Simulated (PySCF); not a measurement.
# C2H9PSi2: magnetic properties

Wanted: magnetic properties for C2H9PSi2 (`[SiH3]/C=C/[SiH2]P`).

Programs: PySCF 2.14.0, with routines of our own; each step states its level. All values are computed. Atoms count from 0.

## 1. The starting structure

14 atoms, charge 0, multiplicity 1; geometry from: GFN2-xTB.

## 2. Optimising the geometry at PBE0-D3(BJ)/def2-SVP

The job: settings as JSON, then the geometry in Å.

```
{"job": {"xc": "PBE0", "basis": "def2-SVP", "d3": "d3bj", "grid": 1, "kind": "geom"}, "charge": 0, "multiplicity": 1}
Si    -2.709022     0.625836     0.006306
C     -0.846791     0.349281     0.041579
C     -0.229378    -0.817218     0.211868
Si     1.643911    -1.023159     0.257957
P      2.499421     1.033476    -0.003456
H     -3.388770    -0.640468     0.282715
H     -3.056650     1.623624     1.020392
H     -3.089559     1.119677    -1.320024
H     -0.222008     1.232150    -0.086176
H     -0.828282    -1.710630     0.343383
H      2.095181    -1.521261     1.563723
H      2.076572    -1.974710    -0.777375
H      2.257523     1.101669    -1.363481
H      3.797174     0.601260    -0.199577
```

Run with:

```sh
$ OMP_NUM_THREADS=1 python excited_run.py task.json out
```

This one command runs all jobs of the session in turn.

What it wrote:

```text
step   0  E = -1001.11788064  max force = 0.020622
step   1  E = -1001.12220476  max force = 0.005259
step   2  E = -1001.12237037  max force = 0.001364
step   3  E = -1001.12244179  max force = 0.001406
step   4  E = -1001.12247094  max force = 0.000376
step   5  E = -1001.12249581  max force = 0.000739
step   6  E = -1001.12251779  max force = 0.000847
step   7  E = -1001.12253727  max force = 0.000511
step   8  E = -1001.12255135  max force = 0.000213
optimisation converged
```

Wall time 37 s (1 thread of Arm Neoverse V2, shared host); peak memory 0.55 GiB.

Step by step:

```tsv
step	energy from step 0 (eV)	largest force component (eV/Å)
0	0.0000	1.0604
1	-0.1177	0.2704
2	-0.1222	0.0701
3	-0.1241	0.0723
4	-0.1249	0.0193
5	-0.1256	0.0380
6	-0.1262	0.0436
7	-0.1267	0.0263
8	-0.1271	0.0110
```

Close pairs (by a distance rule), those that changed most:

```tsv
bond	before (Å)	after (Å)	change (Å)
P4–H13	1.382	1.429	+0.047
P4–H12	1.383	1.429	+0.046
Si0–H6	1.465	1.496	+0.031
Si0–H5	1.464	1.494	+0.031
Si0–H7	1.466	1.496	+0.030
Si3–H10	1.469	1.497	+0.028
Si3–H11	1.471	1.497	+0.026
Si3–P4	2.243	2.268	+0.025
```

The end geometry stands in the next job.

```tsv
at the end point	value
point group (found at 0.08 Å tolerance)	C1
rotational constants (GHz, main isotopes)	4.886, 0.901, 0.779
dipole moment (D)	0.82
```

## 3. Magnetic properties: GIAO B3LYP/6-31++G**

The job: settings as JSON, then the geometry in Å.

```
{"job": {"kind": "mag", "xc": "B3LYP", "basis": "6-31++G**"}, "charge": 0, "multiplicity": 1}
Si    -2.644747     0.499503    -0.048739
C     -0.778514     0.340112     0.010837
C     -0.127060    -0.830883     0.124818
Si     1.740069    -1.002484     0.189656
P      2.665543     1.028323    -0.214743
H     -3.252136    -0.861157     0.062942
H     -3.136490     1.359632     1.071787
H     -3.079434     1.133281    -1.332290
H     -0.184455     1.265832    -0.045025
H     -0.719676    -1.756340     0.185161
H      2.178480    -1.441344     1.552072
H      2.184112    -2.050005    -0.782961
H      2.557575     0.897360    -1.633706
H      3.996865     0.511071    -0.174258
```

Level: GIAO B3LYP/6-31++G** magnetisability, rotational g tensor and spin-rotation constants, non-relativistic, gas phase.

What it wrote:

```text
coarse grid: 12624 points
cycle   1  E = -1001.9948871076  dE =  5.339e-03  |g| = 3.270e-01  |ddm| = 4.888e+00
cycle   2  E = -1001.9780086214  dE =  1.688e-02  |g| = 3.997e-01  |ddm| = 1.276e+00
cycle   3  E = -1002.0257335148  dE = -4.772e-02  |g| = 3.620e-02  |ddm| = 8.357e-01
cycle   4  E = -1002.0261318173  dE = -3.983e-04  |g| = 1.541e-02  |ddm| = 2.153e-01
cycle   5  E = -1002.0262018284  dE = -7.001e-05  |g| = 6.552e-03  |ddm| = 7.596e-02
cycle   6  E = -1002.0262123919  dE = -1.056e-05  |g| = 2.042e-03  |ddm| = 1.506e-02
cycle   7  E = -1002.0262137266  dE = -1.335e-06  |g| = 2.643e-04  |ddm| = 7.066e-03
final grid: 106544 points
cycle   8  E = -1001.9532648329  dE = -8.638e-06  |g| = 3.098e-03  |ddm| = 5.168e-02
cycle   9  E = -1001.9532627851  dE =  2.048e-06  |g| = 4.041e-03  |ddm| = 1.234e-02
cycle  10  E = -1001.9532677352  dE = -4.950e-06  |g| = 2.667e-04  |ddm| = 9.001e-03
cycle  11  E = -1001.9532677543  dE = -1.908e-08  |g| = 1.228e-04  |ddm| = 1.226e-03
cycle  12  E = -1001.9532677579  dE = -3.560e-09  |g| = 4.669e-05  |ddm| = 2.509e-04
cycle  13  E = -1001.9532677585  dE = -6.198e-10  |g| = 7.237e-06  |ddm| = 1.207e-04
converged SCF energy = -1001.9532677585

Magnetisability tensor (1e-30 J/T^2)
    -1264.47       21.90      -17.23
       21.90    -1103.61       -7.31
      -17.23       -7.31    -1381.81
isotropic -1249.96   principal values   -1384.34  -1265.19  -1100.36
isotropic susceptibility -75.275 1e-6 cm^3/mol

Inertial axes            a          b          c
rot. const./GHz      4.8860     0.9008     0.7793
chi total           -76.196    -66.856    -82.772
chi diamagnetic    -371.929  -1433.167  -1634.593
chi paramagnetic    295.733   1366.311   1551.821
quadrupole/D A        1.596     -0.431     -1.165
g nuclear            0.6167     0.5633     0.5612
g electronic        -0.6788    -0.5782    -0.5681
g total             -0.0621    -0.0149    -0.0069

Spin-rotation constants (kHz, H = +C I.J)
atom  isotope        aa         bb         cc
  4    31P        3.901      0.813      0.637
  5     1H       -0.314      0.017     -0.074
  6     1H       -0.342     -0.063      0.005
  7     1H       -0.370     -0.043     -0.008
  8     1H       -0.164      0.050     -0.088
  9     1H       -0.169      0.054     -0.088
 10     1H       -0.367     -0.057      0.006
 11     1H       -0.332     -0.046     -0.005
 12     1H       -0.530     -0.091      0.008
 13     1H        0.048     -0.083     -0.092
  0   29Si*      -2.251     -0.436     -0.436
  1    13C*       2.100      0.390      0.084
  2    13C*       2.061      0.389      0.095
  3   29Si*      -2.388     -0.439     -0.452
* in the singly substituted isotopologue
```

It took 18 s on 1 thread of Arm Neoverse V2, shared host; peak memory 0.75 GiB.

In short:

```tsv
quantity	value
magnetisability	-1250·10⁻³⁰ J/T²
molar susceptibility	-75.3·10⁻⁶ cm³/mol
rotational g (a, b, c)	-0.0621, -0.0149, -0.0069
```

## 4. What came out

| quantity | value |
| --- | --- |
| point group | C1 |
| rotational constants (main isotopes) | 4.89, 0.90, 0.78 GHz |
| magnetisability (step 3, GIAO B3LYP/6-31++G**) | -1250·10⁻³⁰ J/T² |
| molar susceptibility (step 3, GIAO B3LYP/6-31++G**) | -75.3·10⁻⁶ cm³/mol |
| rotational g (a, b, c) (step 3, GIAO B3LYP/6-31++G**) | -0.0621, -0.0149, -0.0069 |

The optimisation took 8 steps and gained 0.127 eV; among the close pairs (by a distance rule), P4–H13 changed most, from 1.382 to 1.429 Å. Vibrational averaging and real surroundings are missing from these values.
